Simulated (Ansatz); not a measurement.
# ClFHOSV: basis-set convergence

An exercise on one series of results from a longer session: the logs are not shown, and one member is left open.

The runs use Ansatz 0.2.0, Gaussian basis; one geometry, several basis sets.

Levels to be run: PBE0-D4/def2-SVP; ωB97M-V/def2-SVP; PBE0-D4/def2-QZVPP; ωB97M-V/def2-QZVPP; the functionals' def2-TZVPP values are taken from earlier runs.

**The relaxed structure**

An earlier PBE0-D4 in a triple-zeta def2 set relaxation fixed the geometry.

SMILES `[OH][V]([F])(=[S])[Cl]`, 6 atoms, charge 0, spin multiplicity 1.

Atoms are counted from 1 here; the program's logs count them from 0.

Bond lengths: O1–V2 1.732 Å, O1–H6 0.962 Å, V2–F3 1.717 Å, V2–S4 1.987 Å, V2–Cl5 2.139 Å. Angles: V2–O1–H6 125.6°, O1–V2–F3 110.0°, O1–V2–S4 109.1°, O1–V2–Cl5 109.5°, F3–V2–S4 109.6°, F3–V2–Cl5 110.2°, S4–V2–Cl5 108.4°.

Set-up of the first run:

Contents of in.yaml:

```yaml
crystal:
  periodic: [false, false, false]
  atoms:
    - {symbol: O, position_ang: [-0.455469, 0.323823, 1.266173]}
    - {symbol: V, position_ang: [0.297535, -0.015816, -0.256183]}
    - {symbol: F, position_ang: [1.946023, -0.431979, -0.016260]}
    - {symbol: S, position_ang: [-0.650725, -1.528279, -1.127732]}
    - {symbol: Cl, position_ang: [0.145141, 1.699530, -1.524912]}
    - {symbol: H, position_ang: [-1.240305, -0.111180, 1.612614]}
basis:
  gaussian: {orbitals: def2-SVP}
hamiltonian: {xc: pbe0, dispersion: d4}
output: {orbitals: {seedname: orbitals}}
```

Among the steps run: PBE0-D4 in def2-SVP; ωB97M-V in def2-SVP; PBE0-D4 in def2-QZVPP; ωB97M-V in def2-QZVPP.

One of the session's tables, all rows but one given; the rest of the session is left out.

It belongs to the step «Functionals by basis». 

| functional | basis | HOMO (eV) | LUMO (eV) |
| --- | --- | --- | --- |
| PBE0-D4 | def2-SVP | -8.43 | -3.76 |
| PBE0-D4 | def2-TZVPP | -8.49 | -3.76 |
| PBE0-D4 | def2-QZVPP | -8.50 | -3.77 |
| ωB97M-V | def2-SVP | -10.48 | -1.53 |
| ωB97M-V | def2-TZVPP | -10.59 | -1.58 |
| ωB97M-V | def2-QZVPP | ? | ? |

**Question.** Estimate the row for ωB97M-V, def2-QZVPP.

The run gave: HOMO (eV): -10.61; LUMO (eV): -1.62. In the column «HOMO (eV)» it is the lowest.
